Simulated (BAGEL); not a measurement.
# GeH4O2 (SMILES [OH][GeH2][OH]): PBE0/cc-pVDZ (density fitting with qzvpp-jkfit)

Aim: the energy change on altering one bond length of GeH4O2 at PBE0/cc-pVDZ (density fitting with qzvpp-jkfit), from 2 runs. 

The calculation is run with BAGEL 1.2.2.

5 further runs of the same task are left out: 4 that didn't finish, 1 set aside as unsound or not needed. Runs told in other sessions of the task aren't counted.

**1. The molecule**

GeH4O2: 7 atoms, total charge 0, spin state singlet. As SMILES, `[OH][GeH2][OH]`. The coordinates come from a PBE0-D4/def2-TZVP relaxation. This is one conformer, not always the lowest.

Bond lengths: O1–Ge2 1.776 Å, Ge2–O3 1.773 Å, O1–H4 0.959 Å, Ge2–H5 1.543 Å, Ge2–H6 1.525 Å, O3–H7 0.959 Å. Angles: O1–Ge2–O3 110.8°, O1–Ge2–H5 108.6°, O1–Ge2–H6 106.6°, O3–Ge2–H5 109.7°, O3–Ge2–H6 104.9°, Ge2–O1–H4 113.3°, Ge2–O3–H7 113.6°, H5–Ge2–H6 116.1°.

**2. A single-point energy at PBE0/cc-pVDZ (density fitting with qzvpp-jkfit)**

The input, input.json:

```json
{ "bagel": [

{
  "title": "molecule",
  "basis": "cc-pvdz.json",
  "df_basis": "qzvpp-jkfit",
  "angstrom": "true",
  "geometry": [
    { "atom": "O", "xyz": [   -1.491300,   -0.416000,   -0.173900 ] },
    { "atom": "Ge", "xyz": [    0.023500,    0.377000,    0.305300 ] },
    { "atom": "O", "xyz": [    1.347400,   -0.798900,    0.400600 ] },
    { "atom": "H", "xyz": [   -1.634900,   -0.418700,   -1.122100 ] },
    { "atom": "H", "xyz": [    0.363400,    1.460500,   -0.739100 ] },
    { "atom": "H", "xyz": [   -0.172500,    0.863100,    1.737300 ] },
    { "atom": "H", "xyz": [    1.625600,   -1.135200,   -0.453800 ] }
  ]
},
{ "title": "ks", "xc_func": "pbe0" },
{ "title": "print", "file": "orbitals.molden", "orbitals": "true" }

]}
```

The basis set cc-pVDZ is read from a file made from the Basis Set Exchange's data (not shown).

Command:

```console
$ BAGEL_NUM_THREADS=1 BAGEL input.json > input.out
```

Standard output:

```text
* using 1 threads per process

  ===============================================================
  ===============================================================

  *** Geometry ***

  { "atom" : "O", "xyz" : [     -2.818149,     -0.786126,     -0.328623 ] },
  { "atom" : "Ge", "xyz" : [      0.044409,      0.712427,      0.576933 ] },
  { "atom" : "O", "xyz" : [      2.546217,     -1.509702,      0.757024 ] },
  { "atom" : "H", "xyz" : [     -3.089513,     -0.791228,     -2.120462 ] },
  { "atom" : "H", "xyz" : [      0.686726,      2.759945,     -1.396697 ] },
  { "atom" : "H", "xyz" : [     -0.325978,      1.631023,      3.283021 ] },
  { "atom" : "H", "xyz" : [      3.071939,     -2.145217,     -0.857558 ] },

  Number of auxiliary basis functions:      492

  Since a DF basis is specified, we compute 2- and 3-index integrals:
    o Being stored without compression. Storage requirement is 0.022 GB

  Number of basis functions:       75
  Number of electrons      :       52

    * METHOD: MOLECULE                             0.21

  *** Kohn-Sham DFT ***

    * Removing 11443 points whose weight is below 1.00e-10
    * Grid points: 92899

  === Nuclear Repulsion ===
   219.6794995946

       - DIIS with orbital gradients will be used.

  === KS iteration (pbe0 / cc-pvdz.json) ===
      0      -2209.44064189          0.13218570           0.28
      1      -2146.04151269          0.21109341           0.26
      2      -2213.41585323          0.14127289           0.26
      3      -2226.26231367          0.05942661           0.26
      4      -2228.10224933          0.04979823           0.26
      5      -2229.41508396          0.00637681           0.26
      6      -2229.43042675          0.00321448           0.26
      7      -2229.43499691          0.00150794           0.25
      8      -2229.43618031          0.00023492           0.26
      9      -2229.43620585          0.00006342           0.26
     10      -2229.43620803          0.00000550           0.26
     11      -2229.43620805          0.00000133           0.26
     12      -2229.43620805          0.00000021           0.27
     13      -2229.43620805          0.00000014           0.26
     14      -2229.43620805          0.00000007           0.26
     15      -2229.43620805          0.00000003           0.27
     16      -2229.43620805          0.00000001           0.26
    * SCF iteration converged.

    * Permanent dipole moment:
           (   -0.125350,    -0.322991,     0.959726) a.u.

    * METHOD: KS                                   4.85

    * METHOD: PRINT                                0.01

  ===============================================================
```

It took 5.4 s on 1 thread of Arm Neoverse V2, shared host; peak memory 0.37 GiB.

**3. The distorted shape, same level**

The input, dft.json:

```json
{ "bagel" : [

{
  "title" : "molecule",
  "basis" : "cc-pvdz.json",
  "df_basis" : "qzvpp-jkfit",
  "angstrom" : true,
  "geometry" : [
    { "atom" : "O", "xyz" : [      -1.376424,      -0.413840,       0.584632 ] },
    { "atom" : "Ge", "xyz" : [       0.138376,       0.379160,       1.063832 ] },
    { "atom" : "O", "xyz" : [       1.462276,      -0.796740,       1.159132 ] },
    { "atom" : "H", "xyz" : [      -1.634900,      -0.418700,      -1.122100 ] },
    { "atom" : "H", "xyz" : [       0.478276,       1.462660,       0.019432 ] },
    { "atom" : "H", "xyz" : [      -0.057624,       0.865260,       2.495832 ] },
    { "atom" : "H", "xyz" : [       1.740476,      -1.133040,       0.304732 ] }
  ]
},

{ "title" : "ks", "xc_func" : "pbe0" },

{ "title" : "print", "file" : "orbitals.molden", "orbitals" : true }

]}
```

The basis set cc-pVDZ is read from a file made from the Basis Set Exchange's data (not shown).

Command:

```console
$ BAGEL_NUM_THREADS=1 BAGEL dft.json > dft.out
```

Standard output:

```text
* using 1 threads per process

  ===============================================================
  ===============================================================

  *** Geometry ***

  { "atom" : "O", "xyz" : [     -2.601064,     -0.782044,      1.104794 ] },
  { "atom" : "Ge", "xyz" : [      0.261493,      0.716509,      2.010351 ] },
  { "atom" : "O", "xyz" : [      2.763301,     -1.505620,      2.190442 ] },
  { "atom" : "H", "xyz" : [     -3.089513,     -0.791228,     -2.120462 ] },
  { "atom" : "H", "xyz" : [      0.903811,      2.764027,      0.036721 ] },
  { "atom" : "H", "xyz" : [     -0.108894,      1.635104,      4.716439 ] },
  { "atom" : "H", "xyz" : [      3.289023,     -2.141135,      0.575860 ] },

  Number of auxiliary basis functions:      492

  Since a DF basis is specified, we compute 2- and 3-index integrals:
    o Being stored without compression. Storage requirement is 0.022 GB

  Number of basis functions:       75
  Number of electrons      :       52

    * METHOD: MOLECULE                             0.21

  *** Kohn-Sham DFT ***

    * Removing 10731 points whose weight is below 1.00e-10
    * Grid points: 93611

  === Nuclear Repulsion ===
   216.0148536879

       - DIIS with orbital gradients will be used.

  === KS iteration (pbe0 / cc-pvdz.json) ===
      0      -2209.51868856          0.12729235           0.28
      1      -2143.26195075          0.21723566           0.25
      2      -2209.68720910          0.13636861           0.25
      3      -2223.87343273          0.07107818           0.26
      4      -2224.57644481          0.07954101           0.26
      5      -2229.00811730          0.02100863           0.26
      6      -2229.06845488          0.01930133           0.26
      7      -2229.25667519          0.00788042           0.26
      8      -2229.27848577          0.00490438           0.26
      9      -2229.28987284          0.00165770           0.26
     10      -2229.29130986          0.00035131           0.26
     11      -2229.29137892          0.00004764           0.26
     12      -2229.29138005          0.00000863           0.26
     13      -2229.29138008          0.00000274           0.26
     14      -2229.29138008          0.00000075           0.26
     15      -2229.29138009          0.00000041           0.27
     16      -2229.29138009          0.00000014           0.26
     17      -2229.29138009          0.00000004           0.26
     18      -2229.29138009          0.00000001           0.26
    * SCF iteration converged.

    * Permanent dipole moment:
           (   -0.122248,    -0.338076,     1.034979) a.u.

    * METHOD: KS                                   5.34

    * METHOD: PRINT                                0.01

  ===============================================================
```

Wall time 5.7 s (1 thread of Arm Neoverse V2, shared host); peak memory 0.37 GiB.

**4. What came out**

Level: PBE0/cc-pVDZ (density fitting with qzvpp-jkfit).

| quantity | value |
| --- | --- |
| first shape: total energy | -2229.43621 Eh |
| first shape: dipole moment | 2.59 D |
| first shape: HOMO energy | -8.41 eV |
| first shape: LUMO energy | 0.87 eV |
| first shape: HOMO–LUMO gap | 9.28 eV |
| distorted shape: total energy | -2229.29138 Eh |
| distorted shape: dipole moment | 2.78 D |
| distorted shape: HOMO energy | -8.24 eV |
| distorted shape: LUMO energy | -3.59 eV |
| distorted shape: HOMO–LUMO gap | 4.65 eV |
| energy change with the O1–H4 bond stretched from 0.959 to 1.726 Å | 3.941 eV |

What this shows: With the O1–H4 bond stretched from 0.959 to 1.726 Å the energy rises by 3.94 eV (380 kJ/mol). The first shape isn't relaxed at this level, so the change isn't measured from a minimum. A restricted reference can't describe the breaking bond well at this length.
